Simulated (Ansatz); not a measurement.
# C3H9BO (SMILES CBOCC): a relaxed scan of the bond length C5–H12

The task here is to estimate one member of a computed series from the others.

Program: Ansatz 0.2.0, Gaussian basis. Level of theory: single points in def2-TZVPP. These are calculated values, not measurements.

Levels: PBE-D4, r2SCAN-D4, PBE0-D4, B3LYP-D4, wB97M-V, Hartree-Fock, MP2, CCSD, CCSD(T). The scan takes 0.896, 0.942, 1.009, 1.088, 1.176, 1.270, 1.370, 1.475, 1.584 Å.

Correlated methods freeze the cores. B3LYP uses VWN-RPA correlation.

10 further runs of the same task are left out: 10 set aside as unsound or not needed.

## Where the work starts

The minimum, relaxed at PBE0-D4: SMILES `CBOCC`, 14 atoms, charge 0, spin multiplicity 1.

Atoms are counted from 1 here; the program's logs count them from 0.

Bond lengths: C1–B2 1.561 Å, C1–H6 1.096 Å, C1–H7 1.096 Å, C1–H8 1.091 Å, B2–O3 1.347 Å, B2–H9 1.208 Å, O3–C4 1.418 Å, C4–C5 1.509 Å, C4–H10 1.096 Å, C4–H11 1.094 Å, C5–H12 1.093 Å, C5–H13 1.092 Å, C5–H14 1.092 Å. Angles: B2–C1–H6 110.2°, B2–C1–H7 110.2°, B2–C1–H8 113.4°, H6–C1–H7 105.4°, H6–C1–H8 108.7°, H7–C1–H8 108.7°, C1–B2–O3 119.7°, C1–B2–H9 121.9°, O3–B2–H9 118.4°, B2–O3–C4 122.3°, O3–C4–C5 110.3°, O3–C4–H10 109.7°, O3–C4–H11 107.2°, C5–C4–H10 111.0°, C5–C4–H11 110.5°, H10–C4–H11 108.1°, C4–C5–H12 110.2°, C4–C5–H13 110.6° and more.

Coordinates:

```xyz
14

C    -1.7315   -1.1331    1.4775
B    -0.3641   -0.8471    0.7814
O    -0.3382   -0.1897   -0.3944
C     0.8736    0.1142   -1.0657
C     1.0963    1.6066   -1.0965
H    -1.7428   -0.6972    2.4828
H    -1.8611   -2.2109    1.6269
H    -2.5891   -0.7514    0.9206
H     0.6852   -1.1998    1.2659
H     1.7074   -0.3964   -0.5712
H     0.7875   -0.2810   -2.0821
H     1.9996    1.8424   -1.6642
H     0.2510    2.1122   -1.5673
H     1.2133    2.0020   -0.0850
```

Energies of the minimum (eV), from earlier single points: PBE-D4 -5976.96142, r2SCAN-D4 -5981.34697, PBE0-D4 -5977.79920, B3LYP-D4 -5985.73671, wB97M-V -5981.85381, CCSD(T) -5972.30385.

At the minimum the bond length C5–H12 is 1.093 Å.

The first run:

The input, relax/in.yaml:

```yaml
crystal:
  periodic: [false, false, false]
  atoms:
    - {symbol: C, position_ang: [-1.731485, -1.133069, 1.477503]}
    - {symbol: B, position_ang: [-0.364118, -0.847104, 0.781420]}
    - {symbol: O, position_ang: [-0.338185, -0.189727, -0.394416]}
    - {symbol: C, position_ang: [0.873618, 0.114187, -1.065655]}
    - {symbol: C, position_ang: [1.096269, 1.606567, -1.096484]}
    - {symbol: H, position_ang: [-1.742794, -0.697204, 2.482797]}
    - {symbol: H, position_ang: [-1.861121, -2.210864, 1.626863]}
    - {symbol: H, position_ang: [-2.589096, -0.751399, 0.920642]}
    - {symbol: H, position_ang: [0.685239, -1.199823, 1.265912]}
    - {symbol: H, position_ang: [1.707404, -0.396394, -0.571229]}
    - {symbol: H, position_ang: [0.787516, -0.281030, -2.082053]}
    - {symbol: H, position_ang: [1.837010, 1.799978, -1.562006]}
    - {symbol: H, position_ang: [0.251049, 2.112216, -1.567329]}
    - {symbol: H, position_ang: [1.213348, 2.002024, -0.085013]}
basis:
  gaussian: {orbitals: def2-TZVP}
hamiltonian: {xc: pbe0, dispersion: d4}
relax: {f_tol: 0.005, max_steps: 200, constraints: [{distance: [4, 11]}]}
```

No record of the launch command was kept for these runs.

Among the steps run: C5–H12 = 0.896 Å; C5–H12 = 0.942 Å; C5–H12 = 1.009 Å; C5–H12 = 1.088 Å; C5–H12 = 1.176 Å; C5–H12 = 1.270 Å; C5–H12 = 1.370 Å; C5–H12 = 1.475 Å; C5–H12 = 1.584 Å.

One of the session's tables, all rows but one given; the rest of the session is left out.

It belongs to the step «The curves». Energies less that of the minimum at the same level (kcal/mol):

| bond length (Å) | PBE-D4 | PBE0-D4 | B3LYP-D4 | wB97M-V | Hartree-Fock |
| --- | --- | --- | --- | --- | --- |
| 0.896 | 22.7 | 21.8 | 21.4 | 21.4 | 20.9 |
| 0.942 | 12.3 | 11.6 | 11.3 | 11.2 | 10.8 |
| 1.009 | 3.5 | 3.1 | 3.0 | 2.9 | 2.6 |
| 1.088 | 0.0 | 0.0 | 0.0 | 0.0 | 0.0 |
| 1.093 (minimum) | 0.0 | 0.0 | 0.0 | 0.0 | 0.0 |
| 1.176 | 1.8 | 2.3 | 2.3 | 2.4 | 2.8 |
| 1.270 | 7.6 | 8.7 | 8.5 | 8.8 | 10.0 |
| 1.370 | ? | ? | ? | ? | ? |
| 1.475 | 25.9 | 28.5 | 27.6 | 29.1 | 31.8 |
| 1.584 | 36.7 | 40.1 | 38.7 | 40.7 | 44.5 |

Estimate the missing values for bond length (Å) = 1.370.

Worked estimate for «PBE-D4». A straight line through the neighbours (1.270, 7.6) and (1.475, 25.9) gives 7.6 + (25.9 − 7.6) × (1.370 − 1.270) / (1.475 − 1.270) = 16.5; a parabola fitted to 4 rows on both sides gives 15.9.

**Answer.** PBE-D4: 16.1; PBE0-D4: 17.8; B3LYP-D4: 17.4; wB97M-V: 18.1; Hartree-Fock: 20.0. In «PBE-D4» the line misses by +0.4 and the parabola by -0.2.

Caveats from the session: A polynomial through the near points puts the CCSD(T) minimum 0.002 Å below the PBE0-D4 value.
